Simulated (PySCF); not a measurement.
**RhI₂⁺: singlet, from a bent start**

Where does singlet RhI₂⁺ go from a bent start, is the end point a minimum, and what are its modes, charges and moments?

Method: PBE0, basis Rh def2-SVP with ECP28, I def2-SVP with ECP28, scalar-relativistic core potentials, no spin–orbit coupling, density fitting; program: PySCF 2.14.0.

## 1. Starting geometry

3 atoms, charge 1, spin multiplicity 1.

Bond lengths: Rh1–I2 2.528 Å, Rh1–I3 2.528 Å. Angles: I2–Rh1–I3 110.0°.

```xyz
3
charge 1 multiplicity 1
Rh    0.0000    0.0000   -1.0318
I     2.0711    0.0000    0.4184
I    -2.0711    0.0000    0.4184
```

## 2. Relaxing the singlet from the bent start

The steps below are one call of a driver around PySCF. For each, scf.py gives the equivalent set-up of the SCF; relaxations use the driver's own optimiser. Before each start the driver seeks the lowest SCF state from one or more starting densities and follows internal instabilities, so scf.py alone need not reach the same state.

The program finds C2v symmetry in the start, which this walk keeps. The walk stops when the largest gradient is under 0.0003 Eh/bohr and the energy has settled too.

The input, scf.py:

```python
from pyscf import gto, scf, dft
mol = gto.M(atom='''
Rh     0.000000     0.000000    -1.031844
I      2.071100    -0.000000     0.418356
I     -2.071100     0.000000     0.418356''',
    basis={'Rh': 'def2-SVP', 'I': 'def2-SVP'},
    ecp={'Rh': 'def2-SVP', 'I': 'def2-SVP'},
    charge=1, spin=0)
mf = dft.RKS(mol, xc='PBE0')
mf.grids.atom_grid = (50, 194)
aux = {'Rh': 'def2-universal-JKFIT', 'I': 'def2-universal-JKFIT'}
mf = mf.density_fit(auxbasis=aux)
mf.kernel()
```

Energy and gradient, step by step:

```csv
step,energy (Eh),change (kJ/mol),largest symmetric gradient (Eh/bohr)
0,-705.641723,0.00,0.02488
1,-705.646915,-13.63,0.01264
2,-705.648599,-18.05,0.00880
3,-705.648999,-19.10,0.00392
4,-705.649337,-19.99,0.00162
5,-705.649354,-20.04,0.00039
6,-705.649357,-20.04,0.00000
```

The walk ran for 24 s (4 threads, shared host).

Geometry (Å) and forces (eV/Å) at some steps:

```
step 0
Rh   0.000   0.000  -1.032   0.000   0.000   1.280
I    2.071   0.000   0.418  -1.246   0.000  -0.640
I   -2.071   0.000   0.418   1.246   0.000  -0.640
step 1
Rh   0.000   0.000  -1.012   0.000   0.000   0.491
I    2.012   0.000   0.408  -0.650   0.000  -0.246
I   -2.012   0.000   0.408   0.650   0.000  -0.246
step 3
Rh   0.000   0.000  -1.042   0.000   0.000  -0.202
I    1.919   0.000   0.424  -0.012   0.000   0.101
I   -1.919   0.000   0.424   0.013   0.000   0.101
step 6
Rh   0.000   0.000  -1.096  -0.001   0.000   0.000
I    1.861   0.000   0.451   0.000   0.000   0.000
I   -1.861   0.000   0.451   0.000   0.000   0.000
```

End point (C2v, 6 steps, 20.0 kJ/mol gained): Rh–I 2.420 Å (×2); I–Rh–I 100.5°.

## 3. Is it a minimum? Harmonic modes

The point is checked on the finer grid, and tightened if its gradient asks for it. The Hessian and the dipole derivatives come from central differences of analytic gradients, with steps of 0.01 bohr.

scf.py, as its differences from that of step 2:

```diff
@@ -3,3 +3,3 @@
-Rh     0.000000     0.000000    -1.031844
-I      2.071100    -0.000000     0.418356
-I     -2.071100     0.000000     0.418356''',
+Rh    -0.000000     0.000000    -1.136387
+I      1.817657    -0.000000     0.464105
+I     -1.817657     0.000000     0.464105''',
@@ -10 +10 @@
-mf.grids.atom_grid = (50, 194)
+mf.grids.atom_grid = (75, 302)
```

The driver hands on the density of the step before, so the log starts near convergence.

SCF at the final geometry:

```text
init E= -705.649510841306
  HOMO = -0.465948727976141  LUMO = -0.400781321478268  gap/eV = 1.77330
cycle= 1 E= -705.649510839635  delta_E= 1.67e-09  |g|= 7.27e-05  |ddm|= 0.000124
  HOMO = -0.465960776673975  LUMO = -0.400792915868874  gap/eV = 1.77331
cycle= 2 E= -705.64951080471  delta_E= 3.49e-08  |g|= 0.00035  |ddm|= 0.000487
  HOMO = -0.465949772287865  LUMO = -0.400782327051211  gap/eV = 1.77330
cycle= 3 E= -705.649510840404  delta_E= -3.57e-08  |g|= 5.14e-05  |ddm|= 0.000371
  HOMO = -0.465950748397451  LUMO = -0.400783264484034  gap/eV = 1.77330
cycle= 4 E= -705.649510841421  delta_E= -1.02e-09  |g|= 6.13e-07  |ddm|= 8.05e-05
  HOMO = -0.465950700922654  LUMO = -0.400783215965832  gap/eV = 1.77330
cycle= 5 E= -705.649510841421  delta_E=    0  |g|= 9.08e-08  |ddm|= 8.2e-07
  HOMO = -0.465950714315468  LUMO = -0.400783227350767  gap/eV = 1.77330
Extra cycle  E= -705.649510841425  delta_E= -4.09e-12  |g|= 3.6e-07  |ddm|= 4.05e-07
converged SCF energy = -705.649510841425
```

The whole step took 47 s.

Geometry: C2v; Rh–I 2.422 Å (×2); I–Rh–I 97.3°.

Harmonic modes (main isotopes):

| symmetry | ω (cm⁻¹) | IR (km/mol) | μ (u) |
| --- | --- | --- | --- |
| a1 | 58 | 0.3 | 121.36 |
| a1 | 262 | 3.9 | 113.28 |
| b2 | 266 | 19.6 | 111.75 |

All wavenumbers are real: a minimum.

Constants and moments:

* Dipole moment about the centre of mass: 1.16 D
* Highest occupied level: -12.68 eV
* Lowest empty level: -10.91 eV
* Rotational constants: 0.08988, 0.0201, 0.01643 cm⁻¹
* Zero-point energy: 3.5 kJ/mol
* Principal polarisabilities: 48.3, 70.9, 151.6 bohr³
* Principal traceless quadrupole moments about the centre of mass: -11.57, -1.02, 12.60 D Å
* Entropy at 298.15 K and 1 bar: 336.0 J/(mol K)
* Heat capacity Cp at 298.15 K: 56.1 J/(mol K)
* Enthalpy at 298.15 K above 0 K: 14.51 kJ/mol
* Rotational symmetry number: 2

Charges (e) and bond orders:

```tsv
atom	Mulliken	Löwdin	polar tensor	Mayer order to Rh1
Rh1	0.21	-0.49	0.89	–
I2,3	0.40	0.74	0.05	1.64
```

Outer orbital energies (eV). occupied: -15.87, -15.64, -14.73, -14.51, -13.21, -13.14, -12.68, -12.68; empty: -10.91, -9.57, -6.44, -4.13.

Mulliken populations on Rh1 (outside its core potential): s 2.46, p 6.28, d 8.05, f 0.00.

## 4. Would spin polarisation lower it?

At the lowest minimum the closed shell is tested against spin polarisation, on the (50, 194) grid. It is unstable: an open-shell solution lies lower. That solution was not followed to a minimum here.

## 5. Outcome

| quantity | value |
| --- | --- |
| minimum | singlet, C2v (closed shell, unstable towards spin polarisation) |
| geometry | Rh–I 2.422 Å (×2); I–Rh–I 97.3° |
| wavenumbers (cm⁻¹) | 58 (a1), 262 (a1), 266 (b2) |
| dipole moment (centre of mass) | 1.16 D |
| highest occupied, lowest empty level | -12.68, -10.91 eV |
| polar-tensor charge of Rh1 | +0.89 e |
| zero-point energy | 3.5 kJ/mol |

What this shows: The bent start keeps its C2v symmetry and ends in a minimum. The strongest infrared band lies at 266 cm⁻¹ (b2). Other starts or spin states, not run here, may lie lower. Modes under about 90 cm⁻¹ are uncertain by tens of cm⁻¹. The closed shell proved unstable towards spin polarisation, so a lower open-shell solution exists. Spin–orbit coupling is left out.

The search up to here took 81 s.
